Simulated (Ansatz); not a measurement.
**C3H9FOSn: a ladder of functionals and wavefunction methods**

Aim: compute C3H9FOSn with functionals from several rungs and with coupled cluster, and see how far each lands from CCSD(T) at the basis-set limit for the atomisation energy.

Method: functionals in def2-TZVPP, the program's frozen cores in correlated methods; program: Ansatz 0.2.0, Gaussian basis.

Plan: PBE-D4, r2SCAN-D4, PBE0-D4, B3LYP-D4, ωB97X-V, ωB97M-V, B2PLYP; CCSD(T)/def2-TZVPP; MP2/def2-QZVPP; extrapolation to the limit.

## (1) The relaxed structure

All runs share one geometry, relaxed beforehand with PBE0-D4 in a triple-zeta def2 set. Sn takes the def2 core potential; no spin-orbit term is included.

SMILES `CC(C)[O][SnH2][F]`, 15 atoms, charge 0, spin multiplicity 1.

Atoms are counted from 1 here; the program's logs count them from 0.

Bond lengths: C1–C2 1.514 Å, C1–H7 1.093 Å, C1–H8 1.093 Å, C1–H9 1.091 Å, C2–C3 1.517 Å, C2–O4 1.422 Å, C2–H10 1.103 Å, C3–H11 1.093 Å, C3–H12 1.093 Å, C3–H13 1.093 Å, O4–Sn5 1.943 Å, Sn5–F6 1.926 Å, Sn5–H14 1.702 Å, Sn5–H15 1.692 Å. Angles: C2–C1–H7 110.8°, C2–C1–H8 109.8°, C2–C1–H9 110.7°, H7–C1–H8 108.5°, H7–C1–H9 108.6°, H8–C1–H9 108.3°, C1–C2–C3 112.2°, C1–C2–O4 107.4°, C1–C2–H10 108.3°, C3–C2–O4 110.5°, C3–C2–H10 108.6°, O4–C2–H10 109.8°, C2–C3–H11 110.8°, C2–C3–H12 109.8°, C2–C3–H13 111.2°, H11–C3–H12 108.5°, H11–C3–H13 108.4°, H12–C3–H13 108.0° and more.

## (2) PBE-D4 (GGA)

in.yaml reads:

```yaml
crystal:
  periodic: [false, false, false]
  atoms:
    - {symbol: C, position_ang: [-0.040025, -0.780677, -1.828050]}
    - {symbol: C, position_ang: [0.207534, -0.347733, -0.398581]}
    - {symbol: C, position_ang: [-0.296917, -1.367091, 0.604931]}
    - {symbol: O, position_ang: [-0.448687, 0.900598, -0.213738]}
    - {symbol: Sn, position_ang: [0.146625, 2.167416, 1.134580]}
    - {symbol: F, position_ang: [-0.248620, 1.369150, 2.841897]}
    - {symbol: H, position_ang: [0.451817, -1.734113, -2.034959]}
    - {symbol: H, position_ang: [-1.112820, -0.898573, -1.999446]}
    - {symbol: H, position_ang: [0.338787, -0.033687, -2.527849]}
    - {symbol: H, position_ang: [1.294557, -0.223476, -0.258289]}
    - {symbol: H, position_ang: [0.202398, -2.329109, 0.464530]}
    - {symbol: H, position_ang: [-1.372615, -1.511908, 0.477412]}
    - {symbol: H, position_ang: [-0.120222, -1.033509, 1.630256]}
    - {symbol: H, position_ang: [1.843632, 2.291420, 1.111699]}
    - {symbol: H, position_ang: [-0.845444, 3.531303, 0.995617]}
basis:
  gaussian: {orbitals: def2-TZVPP}
hamiltonian: {xc: pbe, dispersion: d4}
output: {forces: true, orbitals: {seedname: orbitals}}
```

Launch:

```bash
$ ansatz run in.yaml --threads 2 --pin off --events-out ev --progress --plain --max-ram 32768MiB --backend cuda --devices 0, --max-vram 18GiB
```

Further steps of the session: r2SCAN-D4 (meta-GGA); PBE0-D4 (hybrid); B3LYP-D4 (hybrid); ωB97X-V (range-separated); ωB97M-V (range-separated); B2PLYP (double hybrid); CCSD(T) in def2-TZVPP; MP2 in def2-QZVPP.

**Question.** What will the summary of the whole plan be? Wanted: atomisation energy, CCSD(T)/CBS; farthest; mean size of error, hybrid; mean size of error, range-separated; gap, smallest and largest; T1 diagnostic; triples share of the correlation energy.

As calculated:

| quantity | value |
| --- | --- |
| atomisation energy, CCSD(T)/CBS | 56.725 eV |
| functionals within 0.567 eV (1.0 %) | r2SCAN-D4, PBE0-D4, B3LYP-D4, ωB97X-V, ωB97M-V |
| farthest | B2PLYP (-0.967 eV) |
| mean size of error, hybrid | 0.421 eV |
| mean size of error, range-separated | 0.143 eV |
| gap, smallest and largest | 4.96 eV (PBE-D4), 11.84 eV (ωB97X-V) |
| T1 diagnostic | 0.0133 |
| triples share of the correlation energy | 3.4 % |

In words: PBE-D4 is off by +0.607 eV. Double hybrids carry the basis error of their MP2 part in triple zeta, and no dispersion term here, so their miss is partly the set-up's. The reference freezes the cores and leaves out spin-orbit coupling and excitations past (T), and its outer-core shells are covered unevenly, so misses under about 0.567 eV can't be ranked. All levels share the lack of spin-orbit coupling, which lowers the free heavy atoms and so the true binding. Hartree-Fock recovers 72 % of the binding; the rest is correlation. Orbital gaps span 5.0 to 11.8 eV; exact exchange widens them. Correlated methods include outer-core shells of Sn, which these sets cover unevenly.
